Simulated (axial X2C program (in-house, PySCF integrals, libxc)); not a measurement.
# All-electron X2C curves of NBe

What are the state, bond length, wavenumber and bond energy of NBe, and what does spin–orbit coupling change?

The runs use an in-house X2C program for linear molecules on PySCF integrals; all-electron X2C, N dyall-av3z, Be dyall-cv3z.

All values are calculated.

### Step 1. Set-up

Contents of task.json:

```json
{
 "zs": [
  7,
  4
 ],
 "q": 0,
 "bas": [
  "dyall-av3z",
  "dyall-cv3z"
 ],
 "levels": [
  "PBE0",
  "HF",
  "TPSSh"
 ],
 "cc": true,
 "r0": 1.5,
 "thr": -2.0,
 "nmax": 90,
 "npts": 10,
 "nst": 2,
 "ntry": 6
}
```

Keys: zs atomic numbers; q charge; bas basis sets; levels methods (HF also brings MP2); cc coupled cluster on or off; r0 starting distance in Å; thr threshold in hartree for freezing inner shells (an s shell follows its p shell); nmax most natural virtual spinors; npts points asked for on the curve; nst determinants followed; ntry starts of the search.

Launch:

```bash
> python so2c.py task.json out
```

Spin-free means the one-electron spin-free X2C Hamiltonian; two-component (2c) means X2C with spin–orbit coupling and atomic mean-field two-electron Coulomb and Gaunt terms. Basis: N dyall-av3z contracted to [7s7p3d2f], Be dyall-cv3z contracted to [8s8p3d1f]; Gaussian nuclei, density fitting. Masses: N 14.003 u, Be 9.012 u.

Notation: σ, π±, δ± give the projection m of an orbital's angular momentum (0, ±1, ±2), α and β its spin, Λ and M_S the sums; ω is the projection of a spinor's total angular momentum and Ω the sum. Logs are in hartree.

The results follow Hamiltonian by Hamiltonian and level by level.

### Step 2. State search with PBE0

PBE0 moves the distance from 1.500 Å to 1.603 Å and compares determinants there.

Spin-free determinants:

```tsv
ΔE (eV)	state	open shells
0.00	M_S = 3/2, Λ = 0	beyond closed shells: σα, π+α, π-α
0.12	M_S = 1/2, Λ = 0	beyond closed shells: σβ, π+α, π-α
0.69	M_S = 1/2, Λ = 1	beyond closed shells: π+α, π+β, π-α
1.36	M_S = 3/2, Λ = 1	beyond closed shells: 2 × σα, π+α, π+β, π-α
1.58	M_S = 1/2, Λ = 0	beyond closed shells: σα, π+α, π-β
1.58	M_S = 1/2, Λ = 2	beyond closed shells: σα, π+α, π+β
3.51	M_S = 3/2, Λ = 1	beyond closed shells: 2 × π+α, π-α
```

Two-component determinants:

| ΔE (eV) | state | open shells |
| --- | --- | --- |
| 0.00 | Ω = 3/2 | excess of +ω over −ω: ω = 3/2 |
| 0.12 | Ω = 1/2 | excess of +ω over −ω: 2 × ω = -1/2, ω = 3/2 |
| 0.69 | Ω = 1/2 | excess of +ω over −ω: ω = 1/2 |
| 1.36 | Ω = 5/2 | excess of +ω over −ω: 2 × ω = 1/2, ω = 3/2 |
| 1.57 | Ω = 1/2 | excess of +ω over −ω: ω = 1/2 |
| 3.51 | Ω = 5/2 | excess of +ω over −ω: ω = -1/2, 2 × ω = 3/2 |
| 5.05 | Ω = 7/2 | excess of +ω over −ω: ω = 1/2, 2 × ω = 3/2 |

### Step 3. PBE0, spin-free

State followed: M_S = 3/2, Λ = 0 (beyond closed shells: σα, π+α, π-α). The scan is laid around 1.603 Å, a first estimate of the minimum, and this SCF restarts from the orbitals of the search.

Output at 1.603 Å:

```text
spin-free X2C-1e  PBE0
basis functions 111  fitting functions 539  grid points 4351
iter        total energy     max residual
   1        -69.292053245     3.72e-05
   2        -69.292053265     1.76e-05
   3        -69.292053268     1.13e-05
converged
one-electron -111.71691185  Coulomb 42.77037924  exact exchange -2.33401375  xc functional -7.25477698  nuclear repulsion 9.24327006
```

Along the bond, energies from the lowest point:

| R (Å) | E (eV) | μ (D) | HOMO (eV) | LUMO (eV) | iterations |
| --- | --- | --- | --- | --- | --- |
| 1.395 | 0.5508 | 0.96 | -6.09 | -4.01 | 26 |
| 1.459 | 0.2285 | 1.10 | -6.14 | -3.79 | 26 |
| 1.507 | 0.0894 | 1.20 | -6.18 | -3.63 | 23 |
| 1.555 | 0.0181 | 1.30 | -6.21 | -3.49 | 22 |
| 1.603 | 0.0000 | 1.40 | -6.25 | -3.35 | 3 |
| 1.659 | 0.0303 | 1.52 | -6.29 | -3.20 | 24 |
| 1.715 | 0.1020 | 1.63 | -6.33 | -3.06 | 22 |
| 1.787 | 0.2361 | 1.75 | -6.38 | -2.91 | 24 |
| 1.875 | 0.4388 | 1.87 | -6.43 | -2.75 | 24 |
| 2.004 | 0.7618 | 1.96 | -6.51 | -2.59 | 24 |

Dipoles are positive if Be is the positive end.

Outer orbitals at the reference distance:

```json
{"symmetry": "σα", "occupied": "yes", "ε (eV)": "-22.34", "atomic character": "70% N s, 14% Be p, 7% Be d"}
{"symmetry": "σβ", "occupied": "yes", "ε (eV)": "-18.61", "atomic character": "67% N s, 15% Be p, 8% Be s"}
{"symmetry": "π+α", "occupied": "yes", "ε (eV)": "-9.65", "atomic character": "84% N p, 9% Be p, 4% Be d"}
{"symmetry": "π-α", "occupied": "yes", "ε (eV)": "-9.65", "atomic character": "84% N p, 9% Be p, 4% Be d"}
{"symmetry": "σα", "occupied": "yes", "ε (eV)": "-9.58", "atomic character": "80% N p, 10% Be s, 5% N s"}
{"symmetry": "σβ", "occupied": "yes", "ε (eV)": "-8.21", "atomic character": "80% N p, 8% Be s, 6% N s"}
{"symmetry": "σα", "occupied": "yes", "ε (eV)": "-6.25", "atomic character": "44% Be s, 35% Be p, 12% N p"}
{"symmetry": "π+β", "occupied": "no", "ε (eV)": "-3.35", "atomic character": "69% N p, 25% Be p, 4% Be d"}
{"symmetry": "π-β", "occupied": "no", "ε (eV)": "-3.35", "atomic character": "69% N p, 25% Be p, 4% Be d"}
{"symmetry": "σβ", "occupied": "no", "ε (eV)": "-2.02", "atomic character": "51% Be s, 25% Be p, 10% N s"}
{"symmetry": "π+α", "occupied": "no", "ε (eV)": "-0.95", "atomic character": "76% Be p, 10% N p, 8% N d"}
```

PBE0 fields in the half plane through the axis: z from -2.4 to 3.9 Å across, distance from the axis 0.15 to 2.25 Å upwards; N lies at z = 0 and Be at z = 1.603 Å; the ELF is damped to zero where the density is low.

log10 density (e/bohr³). Ten even steps from '0' (-5.18 ) to '9' (0.66 ):
```
0001122222222333322221
0112223333333333333222
1122333444444444443332
1223344555554444444332
1233455666555555554433
2234556777666555555443
2334567787776666655443
2345567898777986655443
```

ELF. Ten even steps from ' ' (0.00 ) to '@' (1.00 ):
```
                          ..::--==--..      
                        ..::++##%%%%**--..  
          ................--##@@@@@@@@%%==..
      ..--======----::::::==%%@@@@@@@@@@%%==
    ..--++**####**++++++----##@@@@@@@@@@@@##
    --**##%%%%%%########--  ::@@@@@@@@@@@@%%
  ..==##%%@@@@%%**%%@@%%      ==@@@@@@@@@@@@
  ::++##@@@@@@==%%--@@%%  @@@@..@@@@@@@@@@@@
```

Re = 1.598 Å, ωe = 952 cm⁻¹, ωexe = 9.27 cm⁻¹, Be = 1.204 cm⁻¹, De = 2.08 eV, μ = 1.39 D.

### Step 4. HF, spin-free

Output at 1.603 Å:

```text
spin-free X2C-1e  HF
basis functions 111  fitting functions 539  grid points 4351
iter        total energy     max residual
   1        -69.039317527     7.23e-02
   2        -69.047001719     5.11e-03
   3        -69.047699339     3.32e-03
   4        -69.047778097     1.29e-03
   5        -69.047788853     3.83e-04
   6        -69.047790277     1.54e-04
   7        -69.047790682     6.37e-05
   8        -69.047790762     2.58e-05
   9        -69.047790776     1.03e-05
  10        -69.047790778     3.27e-06
  11        -69.047790778     1.18e-06
converged
one-electron -111.74080978  Coulomb 42.83268587  exact exchange -9.38293692  xc functional 0.00000000  nuclear repulsion 9.24327006
```

Re = 1.590 Å, ωe = 986 cm⁻¹, ωexe = 9.42 cm⁻¹, Be = 1.216 cm⁻¹, De = 1.05 eV, μ = 1.66 D.

### Step 5. TPSSh, spin-free

Output at 1.603 Å:

```text
spin-free X2C-1e  TPSSh
basis functions 111  fitting functions 539  grid points 4351
iter        total energy     max residual
   1        -69.391615336     3.95e-02
   2        -69.392667567     2.71e-03
   3        -69.392688610     2.91e-03
   4        -69.392734528     6.89e-04
   5        -69.392737716     2.42e-04
   6        -69.392738085     2.09e-05
   7        -69.392738088     3.90e-06
converged
one-electron -111.72474376  Coulomb 42.78961135  exact exchange -0.93459504  xc functional -8.76628070  nuclear repulsion 9.24327006
```

Re = 1.611 Å, ωe = 925 cm⁻¹, ωexe = 9.12 cm⁻¹, Be = 1.185 cm⁻¹, De = 2.11 eV, μ = 1.28 D.

### Step 6. MP2 and beyond, spin-free

Correlated methods: 7 electrons correlated (frozen shells, counted by type: N 1 s; Be 1 s), 177 virtual spinors in MP2, 84 natural virtuals in coupled cluster.

Output of the correlated part at 1.603 Å:

```text
correlated 7  virtual 177  natural virtual 84  E(MP2) -0.151683066  MP2 remainder -0.001996774
iter   CCSD correlation   residual
   1     -0.163101662   7.52e-02
   2     -0.168212684   3.29e-02
   3     -0.168911916   1.26e-02
   4     -0.168972124   5.41e-03
   5     -0.169003410   1.71e-03
   6     -0.168994651   6.20e-04
   7     -0.168993599   2.60e-04
   8     -0.168993307   7.18e-05
   9     -0.168992982   2.34e-05
  10     -0.168993183   6.97e-06
  11     -0.168993238   2.56e-06
  12     -0.168993265   8.57e-07
  13     -0.168993272   3.61e-07
(T) -0.005845933  T1 0.0242  D1 0.0328  max T2 0.039
```

T1 in the output is the amplitude norm over the root of the electron number; divide by √2 for the Lee–Taylor value.

MP2: Re = 1.603 Å, ωe = 960 cm⁻¹, Be = 1.196 cm⁻¹, De = 1.67 eV.

CCSD: Re = 1.611 Å, ωe = 934 cm⁻¹, Be = 1.185 cm⁻¹, De = 1.32 eV. T1 at Re = 0.017 (Lee–Taylor, the printed value over √2).

CCSD(T): Re = 1.616 Å, ωe = 926 cm⁻¹, Be = 1.178 cm⁻¹, De = 1.42 eV. T1 at Re = 0.017 (Lee–Taylor, the printed value over √2).

### Step 7. A higher determinant, spin-free

State: M_S = 1/2, Λ = 0 (beyond closed shells: σβ, π+α, π-α).

Output at the reference distance:

```text
spin-free X2C-1e  PBE0
basis functions 111  fitting functions 539  grid points 4351
iter        total energy     max residual
   1        -69.287595531     2.47e-05
   2        -69.287595536     7.51e-06
converged
one-electron -111.72498867  Coulomb 42.78329989  exact exchange -2.33396204  xc functional -7.25521477  nuclear repulsion 9.24327006
```

| R (Å) | E above the lowest PBE0 point (eV) |
| --- | --- |
| 1.395 | 0.690 |
| 1.459 | 0.359 |
| 1.507 | 0.215 |
| 1.555 | 0.141 |
| 1.603 | 0.121 |
| 1.659 | 0.152 |
| 1.715 | 0.227 |
| 1.787 | 0.370 |
| 1.875 | 0.590 |

Re = 1.599 Å, ωe = 969 cm⁻¹, ωexe = 7.78 cm⁻¹, Be = 1.203 cm⁻¹, μ = 1.40 D. ⟨S²⟩ = 1.75 against 0.75 for a pure state, so this determinant mixes spins. Te = 0.12 eV.

### Step 8. The spin-free curves together

Energy (eV) of the followed determinant, spin-free, from each level's lowest point:

| R (Å) | PBE0 | HF | MP2 | CCSD | CCSD(T) | TPSSh |
| --- | --- | --- | --- | --- | --- | --- |
| 1.395 | 0.551 | 0.534 | 0.586 | n/a | n/a | 0.602 |
| 1.459 | 0.228 | 0.213 | 0.249 | 0.262 | 0.275 | 0.263 |
| 1.507 | 0.089 | 0.077 | 0.102 | 0.112 | 0.120 | 0.112 |
| 1.555 | 0.018 | 0.011 | 0.023 | 0.030 | 0.035 | 0.029 |
| 1.603 | 0.000 | 0.000 | 0.000 | 0.000 | 0.000 | 0.000 |
| 1.659 | 0.030 | 0.040 | 0.027 | 0.020 | 0.015 | 0.018 |
| 1.715 | 0.102 | 0.122 | 0.097 | 0.081 | 0.072 | 0.078 |
| 1.787 | 0.236 | 0.269 | 0.235 | 0.201 | 0.187 | 0.198 |
| 1.875 | 0.439 | 0.482 | 0.456 | n/a | n/a | 0.386 |
| 2.004 | 0.762 | 0.785 | 0.851 | n/a | n/a | 0.695 |

### Step 9. PBE0, 2c

State followed: Ω = 3/2 (excess of +ω over −ω: ω = 3/2). The scan is laid around 1.603 Å, a first estimate of the minimum, and this SCF restarts from the orbitals of the search.

The SCF at the reference distance of 1.603 Å:

```text
two-component X2C + atomic mean field  PBE0
basis functions 111  fitting functions 539  grid points 4351
iter        total energy     max residual
   1        -69.289023694     3.61e-05
   2        -69.289023719     2.35e-05
   3        -69.289023744     2.68e-05
   4        -69.289023747     3.04e-06
converged
one-electron -111.70903310  Coulomb 42.76791405  exact exchange -2.33387416  xc functional -7.25434373  nuclear repulsion 9.24327006  atomic mean-field constant -0.00295687
```

Along the bond, energies from the lowest point:

```csv
R (Å),E (eV),μ (D),HOMO (eV),LUMO (eV),iterations
1.395,0.5514,0.96,-6.09,-4.02,33
1.459,0.2288,1.10,-6.14,-3.79,30
1.507,0.0896,1.20,-6.18,-3.64,28
1.555,0.0182,1.30,-6.21,-3.49,27
1.603,0.0000,1.40,-6.25,-3.35,4
1.659,0.0302,1.52,-6.29,-3.20,24
1.715,0.1019,1.63,-6.33,-3.07,23
1.787,0.2359,1.75,-6.38,-2.91,23
1.875,0.4386,1.87,-6.43,-2.75,24
2.004,0.7616,1.96,-6.51,-2.59,24
```

Dipoles are positive if Be is the positive end.

Outer spinors at the reference distance:

| ω | occupied | ε (eV) | atomic character | λ mixture |
| --- | --- | --- | --- | --- |
| 1/2 | yes | -22.34 | 70% N s, 14% Be p, 7% Be d | 100% σ |
| -1/2 | yes | -18.61 | 67% N s, 15% Be p, 8% Be s | 100% σ |
| -1/2 | yes | -9.66 | 84% N p, 9% Be p, 4% Be d | 100% π |
| 3/2 | yes | -9.65 | 84% N p, 9% Be p, 4% Be d | 100% π |
| 1/2 | yes | -9.58 | 80% N p, 10% Be s, 5% N s | 100% σ |
| -1/2 | yes | -8.21 | 80% N p, 8% Be s, 6% N s | 100% σ |
| 1/2 | yes | -6.25 | 44% Be s, 35% Be p, 12% N p | 100% σ |
| 1/2 | no | -3.35 | 69% N p, 25% Be p, 4% Be d | 100% π |
| -3/2 | no | -3.35 | 69% N p, 25% Be p, 4% Be d | 100% π |
| -1/2 | no | -2.02 | 51% Be s, 25% Be p, 10% N s | 100% σ |
| -1/2 | no | -0.95 | 76% Be p, 10% N p, 8% N d | 100% π |

PBE0 fields in the half plane through the axis: z from -2.4 to 3.9 Å across, distance from the axis 0.15 to 2.25 Å upwards; N lies at z = 0 and Be at z = 1.603 Å; the ELF is damped to zero where the density is low.

log10 density (e/bohr³). Ten even steps from '0' (-5.18 ) to '9' (0.66 ):
```
0001122222223333322221
0112223333333333333222
1122333444444444443332
1223344555554444444332
1233455666555555554433
2234556777666555555443
2334567787776666655443
2345567898777986655443
```

ELF. Ten even steps from '0' (0.00 ) to '9' (1.00 ):
```
0000000000000123431000
0000000000001257886310
0000011111111379999841
0001344433222489999984
0013567765553379999997
0036788877773029999998
0147899868980004999999
0257999483980991999999
```

Re = 1.598 Å, ωe = 952 cm⁻¹, ωexe = 9.27 cm⁻¹, Be = 1.204 cm⁻¹, De = 2.08 eV, μ = 1.39 D.

### Step 10. HF, 2c

Output at 1.603 Å:

```text
two-component X2C + atomic mean field  HF
basis functions 111  fitting functions 539  grid points 4351
iter        total energy     max residual
   1        -69.036302491     7.23e-02
   2        -69.043984657     5.04e-03
   3        -69.044682151     3.32e-03
   4        -69.044760841     1.29e-03
   5        -69.044771576     3.83e-04
   6        -69.044772996     1.53e-04
   7        -69.044773400     6.37e-05
   8        -69.044773480     2.60e-05
   9        -69.044773494     1.02e-05
  10        -69.044773496     3.28e-06
  11        -69.044773496     1.17e-06
converged
one-electron -111.73283682  Coulomb 42.83010098  exact exchange -9.38235085  xc functional 0.00000000  nuclear repulsion 9.24327006  atomic mean-field constant -0.00295687
```

No constants are quoted: the solution changes its character somewhere along the scan, so the fit is set aside.

### Step 11. TPSSh, 2c

Output at 1.603 Å:

```text
two-component X2C + atomic mean field  TPSSh
basis functions 111  fitting functions 539  grid points 4351
iter        total energy     max residual
   1        -69.388578198     3.95e-02
   2        -69.389629528     2.71e-03
   3        -69.389650404     2.93e-03
   4        -69.389696705     6.92e-04
   5        -69.389699869     2.35e-04
   6        -69.389700236     2.02e-05
   7        -69.389700240     3.92e-06
converged
one-electron -111.71678632  Coulomb 42.78704813  exact exchange -0.93453722  xc functional -8.76573802  nuclear repulsion 9.24327006  atomic mean-field constant -0.00295687
```

Re = 1.611 Å, ωe = 925 cm⁻¹, ωexe = 9.13 cm⁻¹, Be = 1.185 cm⁻¹, De = 2.11 eV, μ = 1.28 D.

### Step 12. MP2 and beyond, 2c

Correlated methods: 7 electrons correlated (frozen shells, counted by type: N 1 s; Be 1 s), 177 virtual spinors in MP2, 84 natural virtuals in coupled cluster.

Output of the correlated part at 1.603 Å:

```text
correlated 7  virtual 177  natural virtual 84  E(MP2) -0.151675192  MP2 remainder -0.001996885
iter   CCSD correlation   residual
   1     -0.163094590   7.52e-02
   2     -0.168205460   3.29e-02
   3     -0.168904443   1.26e-02
   4     -0.168964656   5.41e-03
   5     -0.168995930   1.71e-03
   6     -0.168987172   6.23e-04
   7     -0.168986127   2.64e-04
   8     -0.168985822   8.01e-05
   9     -0.168985456   3.85e-05
  10     -0.168985637   2.68e-05
  11     -0.168985737   2.17e-05
  12     -0.168985824   1.35e-05
  13     -0.168985817   5.77e-06
(T) -0.005845764  T1 0.0242  D1 0.0328  max T2 0.039
```

MP2: No constants are quoted: the reference changes its character somewhere along the scan, so the fit is set aside.

CCSD: No constants are quoted: the reference changes its character somewhere along the scan, so the fit is set aside.

CCSD(T): No constants are quoted: the reference changes its character somewhere along the scan, so the fit is set aside.

### Step 13. A higher determinant, 2c

State: Ω = 1/2 (excess of +ω over −ω: 2 × ω = -1/2, ω = 3/2).

Output at the reference distance:

```text
two-component X2C + atomic mean field  PBE0
basis functions 111  fitting functions 539  grid points 4351
iter        total energy     max residual
   1        -69.284565761     3.49e-05
   2        -69.284565773     2.05e-05
   3        -69.284565779     1.09e-05
converged
one-electron -111.71694416  Coulomb 42.78063676  exact exchange -2.33381390  xc functional -7.25475765  nuclear repulsion 9.24327006  atomic mean-field constant -0.00295687
```

```csv
R (Å),E above the lowest PBE0 point (eV)
1.395,0.691
1.459,0.359
1.507,0.215
1.555,0.141
1.603,0.121
1.659,0.152
1.715,0.227
1.787,0.370
1.875,0.590
```

Re = 1.599 Å, ωe = 969 cm⁻¹, ωexe = 7.79 cm⁻¹, Be = 1.203 cm⁻¹, μ = 1.40 D. Te = 0.12 eV.

### Step 14. The 2c curves together

Energy (eV) of the followed determinant, 2c, from each level's lowest point:

```csv
R (Å),PBE0,HF (jumps),MP2 (its reference jumps),CCSD (its reference jumps),CCSD(T) (its reference jumps),TPSSh
1.395,0.551,1.272,1.123,n/a,n/a,0.603
1.459,0.229,1.090,0.915,0.673,0.620,0.264
1.507,0.090,1.042,0.850,0.618,0.561,0.113
1.555,0.018,0.011,0.023,0.030,0.035,0.029
1.603,0.000,0.000,0.000,0.000,0.000,0.000
1.659,0.030,0.040,0.027,0.019,0.015,0.018
1.715,0.102,0.122,0.097,0.081,0.072,0.078
1.787,0.236,0.269,0.235,0.201,0.187,0.198
1.875,0.439,0.482,0.456,n/a,n/a,0.386
2.004,0.762,0.785,0.851,n/a,n/a,0.695
```

Time for the job: 61 s (1 thread of Arm Neoverse V1, shared host); peak memory 0.39 GiB.

### Step 15. Constants

Lowest determinant that the search found at its distance, spin-free: M_S = 3/2, Λ = 0 (beyond closed shells: σα, π+α, π-α).

Lowest determinant that the search found at its distance, 2c: Ω = 3/2 (excess of +ω over −ω: ω = 3/2).

| Hamiltonian | level | Re (Å) | ωe (cm⁻¹) | De (eV) | μ (D) |
| --- | --- | --- | --- | --- | --- |
| spin-free | PBE0 | 1.598 | 952 | 2.08 | 1.39 |
| spin-free | HF | 1.590 | 986 | 1.05 | 1.66 |
| spin-free | MP2 | 1.603 | 960 | 1.67 | n/a |
| spin-free | CCSD | 1.611 | 934 | 1.32 | n/a |
| spin-free | CCSD(T) | 1.616 | 926 | 1.42 | n/a |
| spin-free | TPSSh | 1.611 | 925 | 2.11 | 1.28 |
| 2c | PBE0 | 1.598 | 952 | 2.08 | 1.39 |
| 2c | TPSSh | 1.611 | 925 | 2.11 | 1.28 |

Dipoles are positive if Be is the positive end. No constants: 2c HF (the solution changes its character somewhere along the scan, so the fit is set aside); 2c MP2 (the reference changes its character somewhere along the scan, so the fit is set aside); 2c CCSD (the reference changes its character somewhere along the scan, so the fit is set aside); 2c CCSD(T) (the reference changes its character somewhere along the scan, so the fit is set aside).

Time per point (s) on 1 thread of Arm Neoverse V1, shared host (2c runs); the times are rough: PBE0 0.41, TPSSh 0.79.

What this shows: At PBE0, going from spin-free to two-component changes Re by 0 mÅ, ωe by 0.0 %, which is small (part of it comes from the scalar share of the two-electron terms). De moves by 0.00 eV; both De rest on single-determinant atoms, which can miss part of an open shell's spin–orbit lowering.

De refers to N + Be, each in the lowest determinant found, which need not be this curve's own limit. The state is a single determinant with fixed occupations, the lowest that a limited PBE0 search found. Dissociation energies refer to the lowest single-determinant-based atoms at the same level and basis. Density functionals use the spin component along the axis (collinear). CCSD and (T) use frozen natural virtuals with an MP2 correction for the truncation. The meta-GGAs lack a current-density term, which matters for open shells with orbital currents, atoms included. With several unpaired electrons one determinant need not be a pure state.
